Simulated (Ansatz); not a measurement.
I need vertical and adiabatic energies of changing the electron count of ClSe. Use Ansatz 0.2.0, Python API. Use (for the species named): B3LYP, def2-SVP basis, multiplicity 2, D4 dispersion.

```xyz
2

Se    0.0000    0.0000    0.0000
Cl    0.0000    0.0000    2.0850
```

Script `clse.py`:
```python
# -*- coding: utf-8 -*-
"""Vertical and adiabatic ionisation of ClSe."""

import ansatz as az
import numpy as np

geometry_ang = [
    ("Se", (0.0, 0.0, 0.0)),
    ("Cl", (0.0, 0.0, 2.085)),
]
clse = az.Crystal.molecule()
for symbol, xyz in geometry_ang:
    clse = clse.atom(symbol, xyz)

job = clse.calculation()
job = job.basis(gaussian="def2-SVP")
job = job.functional("b3lyp", dispersion="d4").spin("collinear", total=1)
symbols = [site.symbol for site in clse.cartesian_sites]
start = np.array([site.position_ang for site in clse.cartesian_sites], dtype=float)
report = job.relax(force_tolerance=0.01, max_steps=100).run(threads=1).report
end = np.array(report["positions_ang"])

minimum = az.Crystal.molecule()
for symbol, place in zip(symbols, end):
    minimum = minimum.atom(symbol, place.tolist())
ion = minimum.calculation()
ion = ion.basis(gaussian="def2-SVP")
ion = ion.functional("b3lyp", dispersion="d4")
ion = ion.charge(1)
vertical = ion.run(threads=1).report
settled = ion.relax(force_tolerance=0.01, max_steps=80).run(threads=1).report
print(f"vertical ionisation energy   {vertical['free_energy_ev'] - report['free_energy_ev']:.3f} eV")
print(f"adiabatic, no zero point     {settled['free_energy_ev'] - report['free_energy_ev']:.3f} eV")
print(f"relaxation energy of the ion {vertical['free_energy_ev'] - settled['free_energy_ev']:.3f} eV")
ionised = np.array(settled["positions_ang"])
print("final positions (A) and the move of each atom")
for symbol, xyz, old in zip(symbols, ionised, end):
    print(f"{symbol:2s} {xyz[0]:10.5f} {xyz[1]:10.5f} {xyz[2]:10.5f}   {np.linalg.norm(xyz - old):7.4f}")
```

```console
$ python clse.py
vertical ionisation energy   10.579 eV
adiabatic, no zero point     10.477 eV
relaxation energy of the ion 0.102 eV
final positions (A) and the move of each atom
Se   -0.00000    0.00000    0.00933    0.0513
Cl    0.00000   -0.00000    2.07567    0.0513
```

What to keep in mind:
- The energies are electronic: no zero-point or thermal terms, and the basis set is short of its limit. The product may relax into another structure. The relaxation finds the nearest minimum, so the adiabatic value is an upper bound.
- The species is open-shell (spin multiplicity 2).
- b3lyp holds the VWN-RPA fit, as in Gaussian; the form of ORCA and Turbomole is b3lyp5.
- Only the spin states typed were run; another state of an ion can lie lower, by up to an eV or two.
- The spin state was assumed, and another may lie lower.
- Run time: 12 s on 1 thread of Arm Neoverse V2, with other jobs on the host, peak memory 0.2 GiB.
